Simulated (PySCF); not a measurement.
# C5H10AsBO: the cost of one run

Computed with PySCF 2.14.0 and routines of our own; the level stands in each step. Atoms count from 0.

## Step 1: The starting structure

18 atoms, charge 0, multiplicity 1; geometry from: GFN2-xTB.

## Step 2: Circular dichroism and optical rotation: TDDFT wB97X-D/def2-SVPD

What the job is given:

```
{"job": {"kind": "ecd", "xc": "wB97X-D", "basis": "def2-SVPD", "nstates": 12}, "charge": 0, "multiplicity": 1}
C      2.729287     1.488761     0.915391
C      1.777903     1.072022     0.302231
B      0.568490     0.577148    -0.457052
As     1.298370    -1.981624    -0.088768
C     -0.813834     0.458146     0.314056
C     -1.900425     1.499439    -0.036472
O     -2.817112     0.481388    -0.435524
C     -1.850857    -0.546692    -0.223768
H      3.556034     1.868057     1.445054
H      0.590719     0.551721    -1.630881
H      2.762374    -2.217241    -0.250953
H      1.045825    -3.464681    -0.152308
H      1.450673    -2.067852     1.390958
H     -0.693064     0.371375     1.396612
H     -2.282735     2.090176     0.800675
H     -1.654172     2.166263    -0.868704
H     -1.572727    -1.037667    -1.166714
H     -2.203508    -1.302422     0.487859
```

Method: TDDFT wB97X-D/def2-SVPD circular dichroism and optical rotation, one conformer, gas phase.

Run with:

```bash
$ OMP_NUM_THREADS=1 python excited_run.py task.json out
```

This one command runs all jobs of the session in turn.

Q: Estimate the wall time and peak memory of this first job on 1 thread of AMD EPYC 9B45, shared host.

About 93 s, with a peak of 1.3 GiB.
